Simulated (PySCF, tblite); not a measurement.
# BClH₄NP+ (doublet): geometry, infrared bands and EPR parameters

What infrared bands and EPR parameters should BClH₄NP+ (doublet) (`[NH2+]B(P)Cl`) show?

Programs: tblite 0.8.0 and PySCF 2.14.0, with density-fitted response routines of our own. Each step states its level of theory. These are calculated values for one molecule in the gas phase, unless marked as measured. Atoms are numbered from 0 throughout.

## 1. Starting geometry

8 atoms, charge 1, multiplicity 2; geometry from: force field or distance geometry start.

Bonds of the start (Å): N0–B1 1.53, B1–P2 1.92, B1–Cl3 1.85, N0–H4 1.05, N0–H5 1.04, P2–H6 1.45, P2–H7 1.45.

## 2. Optimising the geometry with GFN2-xTB

What the job is given:

```
{"job": {"kind": "relax", "xc": "GFN2-xTB", "basis": "xTB"}, "charge": 1, "multiplicity": 2}
N      0.996300    -0.736600    -0.038900
B      0.161900     0.550100    -0.002500
P     -1.750000     0.449600     0.046900
Cl     1.006100     2.195000     0.019100
H      1.622200    -0.721000     0.798100
H      1.584900    -0.681900    -0.892500
H     -1.830200    -0.499500    -1.052000
H     -1.782100    -0.546300     1.097300
```

Run with:

```console
> OMP_NUM_THREADS=1 python probes_run.py task.json out
```

The driver reads the jobs from task.json and runs them one after another.

Standard output:

```text
step      E/eV     max force
  0    -347.48024    3.305
  1    -347.87564    2.206
  2    -348.16387    2.381
  3    -348.25169    0.593
  4    -348.28662    0.727
  5    -348.39310    0.928
  6    -348.42510    0.711
  7    -348.46347    0.279
  8    -348.46831    0.273
  9    -348.47655    0.261
 10    -348.48302    0.201
 11    -348.48688    0.172
 12    -348.48904    0.187
 13    -348.49225    0.171
 14    -348.49593    0.180
 15    -348.49877    0.139
 16    -348.50024    0.114
 17    -348.50138    0.119
 18    -348.50276    0.110
 19    -348.50474    0.180
 20    -348.50712    0.120
 21    -348.50938    0.139
 22    -348.51090    0.115
 23    -348.51163    0.101
 24    -348.51219    0.077
 25    -348.51313    0.083
 26    -348.51413    0.112
 27    -348.51515    0.113
 28    -348.51574    0.074
 29    -348.51606    0.056
 30    -348.51631    0.055
 31    -348.51668    0.069
 32    -348.51724    0.094
 33    -348.51800    0.103
 34    -348.51913    0.156
 35    -348.52143    0.285
 36    -348.52526    0.544
 37    -348.53642    0.593
 38    -348.56208    1.586
 39    -348.54542    3.226
 40    -348.65425    1.410
 41    -348.66943    2.011
 42    -348.74806    0.498
 43    -348.81472    0.690
 44    -348.87488    1.296
 45    -348.92447    1.147
 46    -348.95919    0.852
 47    -348.99188    0.394
 48    -348.99317    0.867
 49    -349.00948    0.451
 50    -349.01421    0.219
 51    -349.01647    0.135
 52    -349.02143    0.148
 53    -349.02559    0.172
 54    -349.02861    0.160
 55    -349.03053    0.160
 56    -349.03266    0.130
 57    -349.03486    0.123
 58    -349.03696    0.131
 59    -349.03846    0.106
 60    -349.03942    0.085
 61    -349.04018    0.072
 62    -349.04084    0.082
 63    -349.04167    0.117
 64    -349.04292    0.150
 65    -349.04463    0.150
 66    -349.04634    0.141
 67    -349.04759    0.091
 68    -349.04838    0.089
 69    -349.04899    0.088
 70    -349.05004    0.108
 71    -349.05254    0.136
 72    -349.05546    0.184
 73    -349.05992    0.232
 74    -349.06683    0.277
 75    -349.07775    0.388
 76    -349.09851    0.555
 77    -349.13311    0.728
 78    -349.15494    1.056
 79    -349.17037    1.209
 80    -349.20154    0.564
 81    -349.10261    1.862
 82    -349.22783    0.582
 83    -349.21816    1.103
 84    -349.24398    0.231
 85    -349.24995    0.285
 86    -349.26016    0.229
 87    -349.26377    0.285
 88    -349.26615    0.129
 89    -349.26727    0.128
 90    -349.26798    0.099
 91    -349.26956    0.092
 92    -349.27120    0.096
 93    -349.27314    0.124
 94    -349.27498    0.099
 95    -349.27642    0.101
 96    -349.27758    0.102
 97    -349.27813    0.160
 98    -349.27895    0.160
 99    -349.27991    0.134
100    -349.28110    0.095
101    -349.28210    0.119
102    -349.28418    0.164
103    -349.28621    0.161
104    -349.28811    0.124
105    -349.28880    0.157
106    -349.28975    0.125
107    -349.29052    0.063
108    -349.29166    0.140
109    -349.29253    0.059
110    -349.29328    0.045
111    -349.29364    0.155
112    -349.29418    0.065
113    -349.29446    0.043
114    -349.29456    0.148
115    -349.29495    0.045
116    -349.29515    0.041
117    -349.29293    0.319
118    -349.29567    0.035
119    -349.29591    0.020
120    -349.29162    0.326
121    -349.29609    0.019
122    -349.29620    0.015
123    -349.29600    0.100
124    -349.29636    0.011
125    -349.29643    0.014
126    -349.29647    0.043
127    -349.29651    0.024
128    -349.29655    0.014
129    -349.29664    0.005
```

Step by step: (not every step is listed)

| step | energy from step 0 (eV) | largest force (eV/Å) |
| --- | --- | --- |
| 0 | 0.0000 | 3.3045 |
| 1 | -0.3954 | 2.2056 |
| 2 | -0.6836 | 2.3806 |
| 3 | -0.7715 | 0.5927 |
| 4 | -0.8064 | 0.7271 |
| 5 | -0.9129 | 0.9279 |
| 6 | -0.9449 | 0.7113 |
| 7 | -0.9832 | 0.2786 |
| 8 | -0.9881 | 0.2732 |
| 19 | -1.0245 | 0.1803 |
| 30 | -1.0361 | 0.0551 |
| 41 | -1.1892 | 2.0111 |
| 52 | -1.5412 | 0.1482 |
| 63 | -1.5614 | 0.1173 |
| 74 | -1.5866 | 0.2770 |
| 85 | -1.7697 | 0.2849 |
| 96 | -1.7973 | 0.1020 |
| 107 | -1.8103 | 0.0626 |
| 118 | -1.8154 | 0.0348 |
| 124 | -1.8161 | 0.0106 |
| 125 | -1.8162 | 0.0137 |
| 126 | -1.8162 | 0.0434 |
| 127 | -1.8163 | 0.0239 |
| 128 | -1.8163 | 0.0141 |
| 129 | -1.8164 | 0.0051 |

Distances of close pairs at the start and the end, largest changes first:

| bond | before (Å) | after (Å) | change (Å) |
| --- | --- | --- | --- |
| N0–B1 | 1.534 | 1.359 | -0.175 |
| B1–Cl3 | 1.849 | 1.713 | -0.136 |
| P2–H6 | 1.454 | 1.390 | -0.064 |
| P2–H7 | 1.448 | 1.390 | -0.057 |
| B1–P2 | 1.915 | 1.957 | +0.041 |
| N0–H4 | 1.045 | 1.011 | -0.035 |
| N0–H5 | 1.038 | 1.012 | -0.026 |

The final coordinates are the input of the step that follows.

## 3. Infrared spectrum with GFN2-xTB

What the job is given:

```
{"job": {"kind": "ir", "xc": "GFN2-xTB", "basis": "xTB"}, "charge": 1, "multiplicity": 2}
N      1.476570    -0.396206     0.204034
B      0.312682     0.161487    -0.220868
P     -1.466280    -0.208917     0.504587
Cl     0.054677     1.302691    -1.471675
H      1.551926    -1.068733     0.954800
H      2.381900    -0.186425    -0.196628
H     -2.051416     1.023959     0.768955
H     -2.251002    -0.618444    -0.567771
```

Standard output:

```text
mode    cm-1     km/mol
  1      61.3     19.44
  2     171.8     22.12
  3     270.6      3.29
  4     325.3      2.81
  5     476.7     11.18
  6     513.4      0.17
  7     605.2     71.43
  8     611.9     48.79
  9     615.7     21.57
 10     733.9    214.40
 11     896.8    121.91
 12    1011.0     11.10
 13    1398.3     11.64
 14    1502.9    360.03
 15    2308.3      8.71
 16    2365.7     10.12
 17    3427.0    126.44
 18    3449.7     51.84
```

The strongest bands and the atoms that carry them (share of the mass-weighted mode):

| cm⁻¹ | km/mol | atoms |
| --- | --- | --- |
| 172 | 22.1 | Cl3 39 %, P2 29 %, N0 11 % |
| 605 | 71.4 | H7 63 %, B1 13 % |
| 612 | 48.8 | H6 60 %, B1 15 % |
| 734 | 214.4 | H5 45 %, H4 34 %, N0 20 % |
| 897 | 121.9 | H5 29 %, H4 27 %, B1 21 %, N0 16 % |
| 1503 | 360.0 | N0 34 %, B1 25 %, H5 21 %, H4 20 % |
| 3427 | 126.4 | H5 78 %, H4 17 % |
| 3450 | 51.8 | H4 77 %, H5 15 % |

## 4. g tensor and hyperfine couplings: B3LYP/pcH-1

Settings changed since step 3:

```diff
@@ -1,2 +1,2 @@
-{"job": {"kind": "ir", "xc": "GFN2-xTB", "basis": "xTB"}, "charge": 1, "multiplicity": 2}
+{"job": {"kind": "epr", "basis": "pcH-1"}, "charge": 1, "multiplicity": 2}
 N      1.476570    -0.396206     0.204034
```

Method: UKS B3LYP, pcH-1 on B Cl H N P, non-relativistic, mean-field spin-orbit, GIAO.

Standard output:

```text
UKS, coarse grid
  cycle   1  E = -883.30999257  |g| = 3.16e-01
  cycle   2  E = -883.24888194  |g| = 4.54e-01
  cycle   3  E = -883.34871338  |g| = 6.75e-02
  cycle   4  E = -883.35055776  |g| = 1.20e-02
  cycle   5  E = -883.35061079  |g| = 5.12e-03
  cycle   6  E = -883.35062542  |g| = 1.71e-03
  cycle   7  E = -883.35062879  |g| = 7.10e-04
UKS, final grid
  cycle   1  E = -883.35062747  |g| = 9.13e-04
  cycle   2  E = -883.35062673  |g| = 1.52e-03
  cycle   3  E = -883.35062796  |g| = 1.00e-04
  cycle   4  E = -883.35062796  |g| = 3.61e-05
  cycle   5  E = -883.35062796  |g| = 2.53e-05
E = -883.35062796 Eh   <S^2> = 0.7529 (exact 0.7500)
g shifts (ppm)      1          2          3
  rmc          -222       -222       -222
  gc              7         40         53
  oz_so        1995       4653       6642
  total        1781       4471       6473
hyperfine (MHz)  atom isotope    a_iso     a_fc   dipolar eigenvalues
    0   14N      -0.90      -0.89     -0.57      0.07      0.50
    1   11B      16.95      16.90     -6.08     -4.74     10.83
    2   31P     681.46     684.19   -287.14   -275.77    562.91
    3  35Cl      21.05      19.73    -38.64    -37.09     75.73
    4    1H      -0.35      -0.34     -2.22     -1.54      3.76
    5    1H       0.65       0.65     -1.53     -0.55      2.09
    6    1H      21.28      21.23    -12.83     -0.51     13.33
    7    1H      17.64      17.59    -12.91     -0.35     13.26
```

Run time: 48 s. Hardware: 1 thread, shared host.

Principal g values 2.00410, 2.00679, 2.00879; g(iso) = 2.00656, against 2.00232 for a free electron.

Mean a(iso) over the nuclei that a row names, and the largest dipolar term of the row (other rows stand at the frozen geometry):

| nuclei | isotope | a(iso) (MHz) | a(iso) (G, at g = 2.0023) | largest dipolar term (MHz) |
| --- | --- | --- | --- | --- |
| P2 | 31P | 681.5 | 243.2 | 562.9 |
| Cl3 | 35Cl | 21.0 | 7.5 | 75.7 |
| H6, H7 | 1H | 19.5 | 6.9 | 13.3 |
| B1 | 11B | 17.0 | 6.0 | 10.8 |
| N0 | 14N | -0.9 | -0.3 | -0.6 |
| H4, H5 | 1H | 0.2 | 0.1 | 3.8 |

Mulliken spin populations:

| atom | value (e) |
| --- | --- |
| N0 | 0.00 |
| B1 | 0.02 |
| P2 | 0.80 |
| Cl3 | 0.18 |
| H4 | 0.00 |
| H5 | 0.00 |
| H6 | 0.00 |
| H7 | 0.00 |

In first order the couplings over 0.8 MHz of 31P, 35Cl, 1H, 11B, 14N give 268 distinct lines over 298.4 G, if the averaged nuclei exchange fast.

Orbitals, density, ELF and potential are computed afterwards from the orbital file.

ELF in a plane through or near 6 of the atoms.

Values, 10 rows by 14 columns:
```
0.00 0.00 0.00 0.00 0.00 0.00 0.00 0.00 0.00 0.00 0.00 0.00 0.00 0.00
0.00 0.00 0.00 0.00 0.00 0.08 0.26 0.30 0.16 0.04 0.00 0.00 0.00 0.00
0.00 0.00 0.00 0.00 0.03 0.50 0.87 0.75 0.84 0.51 0.05 0.00 0.00 0.00
0.00 0.00 0.00 0.06 0.01 0.13 0.79 0.44 0.84 0.57 0.03 0.00 0.00 0.00
0.00 0.00 0.46 0.96 0.90 0.37 0.21 0.55 0.25 0.11 0.11 0.04 0.00 0.00
0.00 0.00 0.10 0.65 0.73 0.34 0.62 0.81 0.47 0.21 0.54 0.10 0.01 0.00
0.00 0.00 0.00 0.23 0.98 0.95 0.07 0.61 0.47 0.25 0.54 0.12 0.01 0.00
0.00 0.00 0.00 0.06 0.82 0.50 0.00 0.48 0.92 0.92 0.62 0.08 0.00 0.00
0.00 0.00 0.00 0.00 0.00 0.00 0.00 0.03 0.21 0.24 0.06 0.00 0.00 0.00
0.00 0.00 0.00 0.00 0.00 0.00 0.00 0.00 0.00 0.00 0.00 0.00 0.00 0.00
```
The map spans 9.9 Å across and 9.1 Å up, centred on the molecule. Atoms in the plane (x, y in Å): N0 (-1.5, -0.2), B1 (-0.3, 0.3), P2 (1.4, -0.7), Cl3 (0.2, 2.0), H4 (-1.7, -1.2), H5 (-2.4, 0.3).

On the surface of density 0.002 e/bohr³ the electrostatic potential runs, from the 1st to the 99th percentile, from 3.80 V near Cl3 to 6.46 V near H4.

The spin density lies nearest to P2 62 %; Cl3 19 %; H6, H7 about 6 % each; B1 6 %.

## 5. Summary of results

```
                                 quantity                  value
strongest single infrared mode (GFN2-xTB)  1503 cm⁻¹, 360 km/mol
             zero-point energy (GFN2-xTB)          29.7 kcal/mol
                           g(iso) (B3LYP)                2.00656
                                     ⟨S²⟩     0.753 (exact 0.75)
       largest a(iso) (averaged by class)   31P on P2, 681.5 MHz
```

**Reading.** Relaxing lowered the energy by 1.816 eV in 129 steps; the close pair that moved most is N0–B1, from 1.534 to 1.359 Å. All 18 modes are real, so the xTB geometry is a minimum. The strongest single mode, at 1503 cm⁻¹, is spread over several atoms, N0, B1, H5, H4 among them. GFN2-xTB is a fitted tight-binding method: band positions and strengths are rough. Its intensities can rank the bands wrongly. P2 carries the largest spin population, 0.80 e. The isotropic g lies 4.2 ppt above the free-electron value.
